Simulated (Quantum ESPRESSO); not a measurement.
The system is Cu.

```
Cu
1.0
    -1.67500    1.67500    1.67500
     1.67500   -1.67500    1.67500
     1.67500    1.67500   -1.67500
Cu
1
Direct
  0.00000 0.00000 0.00000
```

The cell was built by a generator and needn't be a form met in nature.

Base run:

```yaml
Program: Quantum ESPRESSO 7.5
Functional: LDA
Potentials_or_basis: GBRV 1.5 LDA
Cutoff: 762 eV
Density_cutoff: 6095 eV
k_mesh: 18 × 18 × 18
Occupations: methfessel-paxton, width 0.1 eV
Spin: no spin polarisation
```

Its results: band gap on the k mesh none (metal or under the smearing width); pressure -25.8 GPa.

Q: The run is repeated on the same cell with these changes: functional from LDA to PBEsol; potentials or basis from GBRV 1.5 LDA to GBRV 1.5 PBEsol. What comes out?

A: Band gap on the k mesh none (metal or under the smearing width); pressure -23.4 GPa.

Caveats: so large a pressure means that the cell lies far from this level's equilibrium, or that cutoff or potentials fall short.
